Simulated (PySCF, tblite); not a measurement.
# Ga11N12H13: electronic excitations

Aim: compute the electronic excitations of Ga11N12H13.

Programs: tblite 0.8.0 and PySCF 2.14.0, with routines of our own; each step states its level. All values are computed. Atoms count from 0.

## (1) The system as given

36 atoms, charge 0, multiplicity 1; geometry from: force field, distance geometry or constructed start.

## (2) Optimising the geometry with GFN2-xTB

The job: settings as JSON, then the geometry in Å.

```
{"job": {"kind": "relax", "xc": "GFN2-xTB", "basis": "xTB"}, "charge": 0, "multiplicity": 1}
N      1.607000     0.063800    -0.001600
Ga    -0.003200     0.993200    -0.006900
N     -1.596900     0.063300     0.001000
Ga    -1.602800    -1.780000    -0.006200
N     -0.001000    -2.710600     0.003400
Ga     1.598800    -1.784900    -0.002600
N     -3.204200    -2.707700    -0.003300
Ga    -3.200900    -4.556700     0.001500
N     -1.599400    -5.486500    -0.000400
Ga    -0.002800    -4.560200     0.001600
N      3.202200     2.839400    -0.002100
Ga     1.599600     3.763600    -0.000000
N     -0.003400     2.841300     0.005000
Ga     3.206500     0.990000    -0.002700
N      1.599900     5.620700     0.000200
Ga    -0.001900     6.541200     0.006300
N     -1.601700     5.617500     0.000900
Ga    -1.603200     3.762200    -0.001000
N      3.203700    -2.707600     0.002500
N      1.604900    -5.483500     0.002700
Ga     3.202000    -4.555600     0.001500
N     -3.205200     2.842100    -0.000200
Ga    -3.200900     0.995200     0.006600
H     -4.109200    -2.193700    -0.001500
H     -4.546100    -5.331800     0.000900
H     -1.608200    -6.525300     0.002500
H      4.105700     3.362900    -0.000700
H      4.546000     0.216200     0.001200
H      2.503400     6.136000    -0.002000
H      0.001100     8.091000     0.003400
H     -2.499200     6.136200    -0.001100
H      4.103100    -2.188100     0.000200
H      1.601100    -6.524300    -0.001900
H      4.548700    -5.335700     0.003700
H     -4.103800     3.362400    -0.003300
H     -4.546100     0.217800    -0.002900
```

The run is started by

```console
OMP_NUM_THREADS=2 python large_run.py task.json out
```

The driver reads the jobs from task.json and runs them one after another.

The log of the run:

```text
step      E/eV     max force
  0   -1497.64497    1.015
  1   -1497.71595    0.269
  2   -1497.73035    0.259
  3   -1497.75266    0.172
  4   -1497.75859    0.169
  5   -1497.77001    0.176
  6   -1497.77525    0.154
  7   -1497.77992    0.115
  8   -1497.78271    0.105
  9   -1497.78445    0.092
 10   -1497.78526    0.059
 11   -1497.78578    0.038
 12   -1497.78622    0.039
 13   -1497.78665    0.040
 14   -1497.78703    0.045
 15   -1497.78731    0.037
 16   -1497.78751    0.029
 17   -1497.78767    0.022
 18   -1497.78782    0.024
 19   -1497.78794    0.025
 20   -1497.78802    0.020
 21   -1497.78808    0.016
```

It took 0.93 s on 2 threads of Arm Neoverse V1, shared host; peak memory 0.16 GiB.

Relaxation path:

| step | energy from step 0 (eV) | largest force (eV/Å) |
| --- | --- | --- |
| 0 | 0.0000 | 1.0157 |
| 1 | -0.0710 | 0.2694 |
| 2 | -0.0854 | 0.2593 |
| 3 | -0.1077 | 0.1720 |
| 4 | -0.1136 | 0.1693 |
| 5 | -0.1250 | 0.1760 |
| 6 | -0.1303 | 0.1537 |
| 7 | -0.1349 | 0.1150 |
| 8 | -0.1377 | 0.1040 |
| 9 | -0.1395 | 0.0921 |
| 10 | -0.1403 | 0.0594 |
| 11 | -0.1408 | 0.0379 |
| 12 | -0.1412 | 0.0384 |
| 13 | -0.1417 | 0.0405 |
| 14 | -0.1421 | 0.0452 |
| 15 | -0.1423 | 0.0376 |
| 16 | -0.1425 | 0.0291 |
| 17 | -0.1427 | 0.0222 |
| 18 | -0.1428 | 0.0237 |
| 19 | -0.1430 | 0.0248 |
| 20 | -0.1430 | 0.0200 |
| 21 | -0.1431 | 0.0160 |

Distances of close pairs at the start and the end, largest changes first:

```
   bond  before (Å)  after (Å)  change (Å)
N10–H26       1.044      1.016      -0.029
N19–H32       1.041      1.017      -0.024
N14–H28       1.040      1.017      -0.024
 N6–H23       1.041      1.018      -0.023
N21–H34       1.038      1.016      -0.023
 N8–H25       1.039      1.017      -0.022
N18–H31       1.039      1.018      -0.021
N16–H30       1.037      1.017      -0.020
```

The next job starts from the end point, and lists it.

## (3) Electronic excitations: TDDFT PBE/def2-SVP

The job: settings as JSON, then the geometry in Å.

```
{"job": {"kind": "uv", "basis": "def2-SVP", "grid": 1, "kgrid": 0, "vcut": null, "nstates": 6, "ntriplets": 2, "tda": false, "delta": ["ip_vertical"], "pop": true, "xc": "PBE"}, "charge": 0, "multiplicity": 1}
N      1.605384     0.076874    -0.004155
Ga    -0.000198     0.982158    -0.000677
N     -1.605586     0.076736    -0.000750
Ga    -1.587176    -1.769916    -0.000920
N     -0.000456    -2.705830     0.001642
Ga     1.586011    -1.769662    -0.000500
N     -3.170516    -2.721011    -0.003139
Ga    -3.215698    -4.554213    -0.000130
N     -1.613147    -5.446505    -0.000330
Ga    -0.000398    -4.548209     0.000549
N      3.179338     2.806853    -0.002659
Ga     1.592578     3.758347    -0.000132
N     -0.000034     2.828476     0.003276
Ga     3.211880     0.972072    -0.001220
N      1.566019     5.607888     0.000645
Ga     0.000163     6.563783     0.001665
N     -1.565728     5.608178     0.000654
Ga    -1.592536     3.758667     0.000710
N      3.169571    -2.720797     0.001376
N      1.612537    -5.446419     0.002027
Ga     3.214761    -4.554043     0.001809
N     -3.179376     2.807362    -0.000380
Ga    -3.212244     0.972456    -0.001133
H     -4.037031    -2.187615    -0.002154
H     -4.558595    -5.322286     0.001521
H     -1.586062    -6.462708     0.002620
H      4.047110     3.334426    -0.000812
H      4.566440     0.213595     0.000627
H      2.462056     6.087954    -0.000926
H      0.000492     8.110904     0.004698
H     -2.461549     6.088584     0.000042
H      4.036022    -2.187215     0.000372
H      1.585529    -6.462613    -0.000930
H      4.557644    -5.321968     0.003425
H     -4.046930     3.335289    -0.001720
H     -4.566624     0.213762    -0.000315
```

With the program's defaults for keys left out, this is: TDDFT PBE/def2-SVP, vertical, gas phase, core orbitals frozen in the response.

The log of the run:

```text
start: PBE on a coarse grid of 164293 points
cycle   1  E = -21830.3322181725  dE = -2.030e+00  |g| = 2.940e+00  |ddm| = 8.111e+00
cycle   2  E = -21823.8468769659  dE =  6.485e+00  |g| = 5.951e+00  |ddm| = 7.358e+00
cycle   3  E = -21831.4426946779  dE = -7.596e+00  |g| = 9.987e-01  |ddm| = 6.169e+00
cycle   4  E = -21831.6907296064  dE = -2.480e-01  |g| = 1.877e-01  |ddm| = 1.028e+00
cycle   5  E = -21831.6870413037  dE =  3.688e-03  |g| = 1.910e-01  |ddm| = 3.041e-01
cycle   6  E = -21831.6957997396  dE = -8.758e-03  |g| = 4.028e-02  |ddm| = 1.876e-01
cycle   7  E = -21831.6962574345  dE = -4.577e-04  |g| = 1.129e-02  |ddm| = 5.593e-02
cycle   8  E = -21831.6962856319  dE = -2.820e-05  |g| = 6.345e-03  |ddm| = 1.501e-02
final grid: 164293 points
cycle   9  E = -21831.6962205569  dE =  6.507e-05  |g| = 1.663e-02  |ddm| = 1.923e-02
cycle  10  E = -21831.6957854232  dE =  4.351e-04  |g| = 4.590e-02  |ddm| = 5.252e-02
cycle  11  E = -21831.6962961146  dE = -5.107e-04  |g| = 3.357e-03  |ddm| = 3.916e-02
cycle  12  E = -21831.6962899792  dE =  6.135e-06  |g| = 6.697e-04  |ddm| = 2.909e-03
cycle  13  E = -21831.6962869613  dE =  3.018e-06  |g| = 1.104e-04  |ddm| = 6.048e-04
cycle  14  E = -21831.6962834465  dE =  3.515e-06  |g| = 4.023e-05  |ddm| = 1.386e-04
converged SCF energy = -21831.6962834465

Static polarisability (au): isotropic 383.024, principal 196.316 426.457 526.300

Singlet excitations
state   eV       nm        f      main configurations
  1   3.5679    347.5   0.00000   H->L 1.00
  2   3.7486    330.7   0.00000   H-1->L 1.00
  3   3.9056    317.5   0.00002   H-2->L 0.99
  4   3.9768    311.8   0.00004   H-3->L 0.98
  5   4.0693    304.7   0.00014   H-4->L 0.99
  6   4.1425    299.3   0.00000   H->L+1 0.99

Triplet excitations (Tamm-Dancoff, eV): 3.5019 3.6896
```

Wall time 70 s (2 threads of Arm Neoverse V1, shared host); peak memory 1.5 GiB.

Warnings kept with the result: ip_vertical: open-shell SCF did not converge.

Frontier orbitals and where they lie:

| orbital | eV | atoms |
| --- | --- | --- |
| HOMO−4 | -5.72 | N12 29 %, N10 22 %, N21 22 % |
| HOMO−3 | -5.63 | N4 36 %, N6 11 %, N18 11 % |
| HOMO−2 | -5.57 | N6 18 %, N18 18 %, N12 9 % |
| HOMO−1 | -5.42 | N14 21 %, N16 21 %, N10 9 % |
| HOMO | -5.24 | N19 16 %, N8 15 %, N18 13 % |
| LUMO | -1.70 | Ga1 12 %, Ga3 8 %, Ga5 8 % |
| LUMO+1 | -1.13 | Ga9 10 %, Ga17 8 %, Ga11 8 % |
| LUMO+2 | -0.92 | Ga22 32 %, Ga13 32 %, Ga15 10 % |
| LUMO+3 | -0.78 | Ga13 36 %, Ga22 36 %, Ga11 4 % |

Further results of this job:

```csv
property,computed
dipole moment (D),1.16
polarisability (Å³),56.76
HOMO–LUMO gap (eV),3.54
−ε(HOMO) (eV),5.24
```

## (4) Summary of results

| quantity | value |
| --- | --- |
| lowest singlet (PBE/def2-SVP) | 3.57 eV (347 nm), f = 0.000 |
| brightest single state of those computed | state 5, 4.07 eV, f = 0.000 |
| lowest triplet | 3.50 eV |

What this shows: The first singlet state (HOMO→LUMO 1.00) lies at 3.57 eV and is dark. The lowest triplet lies 0.07 eV below the lowest singlet (triplets in Tamm-Dancoff, singlets in full TDDFT).
